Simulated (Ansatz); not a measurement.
Which YAML input does this script hand to the engine? (the Ansatz DFT code, driven from Python)

Run as a notebook:

```python
import ansatz as az
import numpy as np
```

```python
lattice = az.Lattice.of(
    (3.044, 0.0, 0.0),
    (0.0, 3.044, 0.0),
    (0.0, 0.0, 3.044),
)
sites = [
    ("Mn", (0.0, 0.0, 0.0)),
    ("Rh", (0.5, 0.5, 0.5)),
]
cell = az.Crystal(lattice=lattice)
for symbol, position in sites:
    cell = cell.atom(symbol, position)
cell = cell.moments(Mn=5.2)
```

```python
base = (
    cell.calculation()
    .kpoints(length=20)
    .functional("pbesol")
    .occupations("cold", width=0.05)
    .spin(az.SpinTreatment.COLLINEAR)
    .pseudopotentials("all_electron", lapw=True)
    .stress()
)
session = base.session()
planned = session.plan(threads=1)
out = planned.execute()
data = out.report
```

    DeckWarning: where an SCF of this run starts from atoms to list the orders of its open shells, Mn (site 0, from 0) starts with 5.00 μB on its 3d shell, in the place of the 5.20 μB that the deck gives it: its open shells can hold no more by Hund's first rule. [...]

```python
data["n_electrons"]
```

    42.0

```python
data["mixing_algorithm"], data["preconditioner"], data["eigensolver"]
```

    ('MSR1', 'none', 'davidson')

```python
data["free_energy_ev"]
```

    -161621.32331088075

```python
print("%-22s %14.5f eV" % ("F = E - TS", data["free_energy_ev"]))
print("%-22s %14.5f eV" % ("E", data["internal_energy_ev"]))
print("%-22s %14.5f eV" % ("Harris-Foulkes", data["harris_foulkes_ev"]))
print("%-22s %14.5f eV" % ("Fermi level", data["fermi_energy_ev"]))
```

    F = E - TS              -161621.32331 eV
    E                       -161621.32348 eV
    Harris-Foulkes          -161621.32331 eV
    Fermi level                  19.27341 eV

```python
# the stress is positive in compression
sigma = data["stress_gpa"]
voigt = [sigma[0][0], sigma[1][1], sigma[2][2], sigma[1][2], sigma[0][2], sigma[0][1]]
print("stress xx yy zz yz xz xy (GPa):", " ".join(f"{s:.3f}" for s in voigt))
print("P =", round(10 * float(np.mean(voigt[:3])), 2), "kbar")
```

    stress xx yy zz yz xz xy (GPa): -10.379 -10.379 -10.379 0.000 0.000 0.000
    P = -103.79 kbar

```python
errors = data["lapw_basis_errors"]
print(f"estimated basis error {1000 * errors['total_ev_per_atom']:.3f} meV/atom, target {1000 * errors['basis_error_target_ev_per_atom']:.3f}")
for sphere in errors["spheres"]:
    print(f"  {sphere['species']:2s} muffin-tin radius {sphere['muffin_tin_radius_ang']:.3f} A, core shells {sphere['core_shells']}")
```

    estimated basis error 0.070 meV/atom, target 0.250
      Mn muffin-tin radius 1.295 A, core shells 3
      Rh muffin-tin radius 1.342 A, core shells 5

`input.yaml`:
```yaml
crystal:
  lattice:
    - [3.044, 0.0, 0.0]
    - [0.0, 3.044, 0.0]
    - [0.0, 0.0, 3.044]
  atoms:
    - { symbol: Mn, position: [0.0, 0.0, 0.0] }
    - { symbol: Rh, position: [0.5, 0.5, 0.5] }
kpoints:
  mp_grid: { grid: [7, 7, 7] }
hamiltonian:
  xc: pbesol
  pseudopotentials: { kind: all_electron, lapw: {} }
magnetization:
  spin_polarized: true
  per_species: { Mn: 5.2 }
scf:
  occupations: { method: cold, width: 0.05 }
output:
  stress: true
```

Launched from the shell:
```console
$ ansatz run input.yaml --threads 1 --pin off --max-ram 3072MiB --backend cpu --events-out ev --progress --plain --runs-dir out
Warning: where an SCF of this run starts from atoms to list the orders of its open shells, Mn (site 0, from 0) starts with 5.00 μB on its 3d shell, in the place of the 5.20 μB that the deck gives it: its open shells can hold no more by Hund's first rule. To start from spheres of the given moment, type scf.initial_density.shell_occupations: []
LAPW: plane waves up to 9.152 Å⁻¹, error target 2.5e-4 eV per atom; small_component_spin mean_spin; Mn in spheres of 1.295 Å, 15 of its electrons in bands, Dirac shells []; Rh in spheres of 1.342 Å, 27 of its electrons in bands, Dirac shells [] (how accurate: hamiltonian.pseudopotentials.lapw.basis_error, Limitations)
Engine: ansatz 0.2.0, x86_64-unknown-linux-gnu
Pseudopotentials: kind: all_electron
Pseudopotential: Mn, LAPW, valence charge 15, lapw/all_electron/scalar/gaussian/Mn, Koelling and Harmon's equation, gaussian nucleus
Pseudopotential: Rh, LAPW, valence charge 27, lapw/all_electron/scalar/gaussian/Rh, Koelling and Harmon's equation, gaussian nucleus
Functional definition: PBEsol
  exchange = pbesol_x
  correlation = pbesol_c
Crystal: 2 atoms, lattice volume = 28.206 Å³
Basis set: ecut = 319.1077608849696 eV, 365 PW (Γ), exchange–correlation at level 2
Bands: 29, of which v1, the nominal top of the filled ones, is band 21 counted from 1 (20 counted from 0)
Symmetry: 48 space group operations
Space group: Pm-3m (ITA 221), of the structure as read, at distance tolerance 3.0e-5 Å
Magnetic group: BNS 221.92 (UNI 1594), of the structure as read, at distance tolerance 3.0e-5 Å
k-points: 20 of 343
Non-local potential: Mn, projectors of the file, none
Non-local potential: Rh, projectors of the file, none
Initial density: superposition of atomic densities (chi_scale 0.1, normalization cell)
Starting moments: Σ|m| = 5.2 μB on 1 of 2 sites
Initial wavefunctions: plane waves of lowest kinetic energy (no species holds an atomic orbital)
Functional: x = pbesol(κ = 0.804, μ = 0.12345679012345678), c = pbesol(β = 0.046)
iter 1 solved again at ethr=4.06e-3 eV; its pass at ethr=1.00e-1 eV (dr2=1.70e0 eV) is discarded
SCF iter   1: F=—  HF=-161622.370467 eV  |F-HF|=—  |Δ(HF+E_count)|=         —  Δρ=6.19e-2 (↑3.10e-2 ↓6.19e-2)  dr2=1.71e0  dr2_m=3.40e-1  M=3.909 μB ∫|m|=3.923 μB  β_m=0.30  ethr=4.06e-3  ⟨swp⟩=2.0  Hψ=7637  notcnv=0
Mixer restart at iter 1: flushing history
preconditioner: auto → none  [metal: Δε(μ)=0.020 eV  Ē_g=9.748 eV  σ=0.050 eV  W_gap=0.22  n_scr=6 (ndim 8)  ℏωp=28.0 eV  f_vac=0.000  D(μ)=2.46/eV (n_scr^D=26)  sad-step TF]
SCF iter   2: F=—  HF=-161621.387398 eV  |F-HF|=—  |Δ(HF+E_count)|=   9.83e-1  Δρ=3.14e-2 (↑3.14e-2 ↓1.30e-2)  dr2=2.35e-1  dr2_m=1.15e-1  M=4.102 μB ∫|m|=4.119 μB  β_m=0.32  ethr=4.06e-3  ⟨swp⟩=2.0  Hψ=3280  notcnv=0
SCF iter   3: F=—  HF=-161621.460947 eV  |F-HF|=—  |Δ(HF+E_count)|=   7.35e-2  Δρ=3.08e-2 (↑1.29e-2 ↓3.08e-2)  dr2=5.05e-1  dr2_m=7.34e-2  M=3.966 μB ∫|m|=3.998 μB  β_m=0.35  ethr=5.59e-4  ⟨swp⟩=2.6  Hψ=3511  notcnv=0
iter 4 solved again at ethr=7.85e-6 eV; its pass at ethr=5.59e-4 eV (dr2=3.30e-3 eV) is discarded
SCF iter   4: F=—  HF=-161621.319533 eV  |F-HF|=—  |Δ(HF+E_count)|=   1.41e-1  Δρ=6.90e-3 (↑6.90e-3 ↓4.01e-3)  dr2=3.31e-3  dr2_m=7.22e-3  M=4.070 μB ∫|m|=4.099 μB  β_m=0.40  ethr=7.85e-6  ⟨swp⟩=2.0  Hψ=5504  notcnv=0
SCF iter   5: F=—  HF=-161621.323268 eV  |F-HF|=—  |Δ(HF+E_count)|=         —  Δρ=3.79e-3 (↑2.51e-3 ↓3.79e-3)  dr2=2.54e-3  dr2_m=2.37e-3  M=4.070 μB ∫|m|=4.107 μB  β_m=0.40  ethr=7.85e-6  ⟨swp⟩=2.2  Hψ=3178  notcnv=0
Mixer restart at iter 5: flushing history
the basis was enlarged: its passes take 1.7 MiB over the memory plan, 2 of 2 planned eigensolver slots
SCF iter   6: F=—  HF=-161621.324107 eV  |F-HF|=—  |Δ(HF+E_count)|=   8.39e-4  Δρ=2.37e-3 (↑1.67e-3 ↓2.37e-3)  dr2=7.70e-4  dr2_m=9.90e-4  M=4.070 μB ∫|m|=4.108 μB  β_m=0.70  ethr=6.06e-6  ⟨swp⟩=2.0  Hψ=3157  notcnv=0
SCF iter   7: F=—  HF=-161621.325228 eV  |F-HF|=—  |Δ(HF+E_count)|=   1.12e-3  Δρ=3.84e-4 (↑3.84e-4 ↓1.20e-4)  dr2=1.00e-4  dr2_m=7.12e-6  M=4.070 μB ∫|m|=4.111 μB  β_m=0.61  ethr=1.83e-6  ⟨swp⟩=2.3  Hψ=3183  notcnv=0
SCF iter   8: F=—  HF=-161621.323354 eV  |F-HF|=—  |Δ(HF+E_count)|=         —  Δρ=3.25e-4 (↑1.41e-4 ↓3.25e-4)  dr2=9.13e-5  dr2_m=3.16e-6  M=4.070 μB ∫|m|=4.111 μB  β_m=0.61  ethr=2.39e-7  ⟨swp⟩=2.0  Hψ=3164  notcnv=0
Mixer restart at iter 8: flushing history
iteration 8: the input's own smearing fills from here on; a Gaussian of 0.05 eV has filled iterations ahead of it
SCF iter   9: F=—  HF=-161621.324575 eV  |F-HF|=—  |Δ(HF+E_count)|=   1.22e-3  S|Δr|=    0.00e0  Δρ=1.62e-3 (↑1.27e-3 ↓1.62e-3)  dr2=4.14e-3  dr2_m=1.00e-5  M=4.070 μB ∫|m|=4.110 μB  β_m=0.29  ethr=2.17e-7  ⟨swp⟩=2.6  Hψ=3265  notcnv=0  recentre
SCF iter  10: F=—  HF=-161621.323313 eV  |F-HF|=—  |Δ(HF+E_count)|=   1.26e-3  S|Δr|=    0.00e0  Δρ=1.21e-4 (↑3.82e-5 ↓1.21e-4)  dr2=5.21e-6  dr2_m=1.20e-6  M=4.070 μB ∫|m|=4.111 μB  β_m=0.29  ethr=2.17e-7  ⟨swp⟩=2.5  Hψ=3225  notcnv=0
SCF iter  11: F=—  HF=-161621.323310 eV  |F-HF|=—  |Δ(HF+E_count)|=   3.27e-6  S|Δr|=    0.00e0  Δρ=4.20e-5 (↑4.20e-5 ↓3.22e-5)  dr2=1.48e-7  dr2_m=3.42e-7  M=4.070 μB ∫|m|=4.111 μB  β_m=0.60  ethr=1.24e-8  ⟨swp⟩=2.0  Hψ=3162  notcnv=0
SCF iter  12: F=—  HF=-161621.323311 eV  |F-HF|=—  |Δ(HF+E_count)|=   7.90e-7  S|Δr|=    0.00e0  Δρ=9.86e-6 (↑9.86e-6 ↓8.62e-6)  dr2=1.44e-7  dr2_m=1.78e-9  M=4.070 μB ∫|m|=4.111 μB  β_m=0.71  ethr=3.53e-10  ⟨swp⟩=3.0  Hψ=3363  notcnv=0
SCF iter  13: F=—  HF=-161621.323311 eV  |F-HF|=—  |Δ(HF+E_count)|=   3.79e-8  S|Δr|=    0.00e0  Δρ=5.74e-6 (↑3.23e-6 ↓5.74e-6)  dr2=3.62e-8  dr2_m=5.63e-10  M=4.070 μB ∫|m|=4.111 μB  β_m=0.64  ethr=3.43e-10  ⟨swp⟩=2.0  Hψ=3162  notcnv=0
SCF iter  14: F=-161621.323311 eV  HF=-161621.323311 eV  |F-HF|=1.29e-8  |Δ(HF+E_count)|=   1.28e-8  S|Δr|=    0.00e0  Δρ=1.49e-6 (↑1.49e-6 ↓9.15e-7)  dr2=2.38e-9  dr2_m=4.45e-11  M=4.070 μB ∫|m|=4.111 μB  ethr=8.63e-11  ⟨swp⟩=2.0  Hψ=3162  notcnv=0
SCF 1 converged in 14 iterations: F = -161621.323311 eV  dr2 = 2.38e-9
this state was not tested for a lower state beside it, because cold or Methfessel-Paxton smearing, or corrected tetrahedra, fill the levels in a way that the test cannot read (fill_not_monotonic; see scf.lower_state_search)
SCF converged after 14 iterations
Magnetization: 4.0700 μB (23.0350 up, 18.9650 down)
Absolute magnetization: 4.1111 μB (∫|ρ↑−ρ↓|)
Spin contamination: 0.1190 ħ² per cell (⟨S²⟩ above its minimum at these occupations)
Per-site moments (μB) at R_I (Å): [(3.5214181299757, 1.2946484976949229), (0.5033985964731542, 1.3415327921427451)]
Free energy (F): -161621.323311 eV
Harris-Foulkes:  -161621.323311 eV  (|F-HF|=1.29e-8)
Internal energy: -161621.323481 eV  (E = F + TS)
E sigma→0 (E₀):  -161621.323368 eV
Entropy (-TS):   0.000170 eV (0.085 meV/atom)
Fermi energy:    19.273410 eV
--- Per-component energies (eV) ---
  E_band       = -3069.285042
  E_kinetic    = 167431.210095
  E_xc         = -5108.668106
  E_electrostatic = -323943.865470  (all electrons and nuclei)
  E_smearing   = 0.000170  (= −TS)
  E_closure    = 0.000000  (closes the sum)
  E_atoms      = -161602.989074  (free atoms, spherical and without spin; not in F)
  Σ components = -161621.323311   (vs F -161621.323311, Δ=0.00e0)
  Basis errors (estimates in eV, not in F): energy 7.0e-5 per atom: plane waves 5.5e-5 (2.9e-5 summed), levels above the bands 0.0e0, relativity 9.2e-9, radial functions 1.4e-5, core shells 3.4e-7; eigenvalues (radial functions only) 4.0e-7; not estimated: angular momenta, meshes, grids; target (lapw.basis_error) 2.5e-4; muffin-tin radii Mn 1.295 Å, Rh 1.342 Å
--- Stress (GPa, compression-positive) ---
      -10.378654       0.000000       0.000000
        0.000000     -10.378654       0.000000
        0.000000       0.000000     -10.378654
  P = ⅓ Tr σ = -10.3787 GPa (-103.787 kbar)
```

Notes:
- All-electron totals depend on functional, relativistic treatment and basis; only differences at equal settings carry meaning.
- The magnetic order follows from the starting moments and needn't be the lowest.
- The negative TS is no error: cold and Methfessel-Paxton smearing have a generalised entropy.
- For a metal this k-point mesh is coarse: on a finer one energies can move by several to tens of meV an atom and pressures by half a GPa or more, differences at one mesh by less.
- The zero of the levels is a convention of the potentials, so an absolute Fermi energy is no work function.
- At these settings the cell as given stands under about -10 GPa, so it isn't at this functional's equilibrium volume.
- The starting cell is as deposited in a crystallographic database; the results hold for this polymorph, which needn't be the stable one.
- Warnings are shown shortened and without file and line.
- It ran for 19 s on 1 thread of Intel(R) Xeon(R) 6975P-C (Granite Rapids), with other jobs on the host, peak memory 0.53 GiB.

(Lines on the test bed's own set-up are left out of the output.)
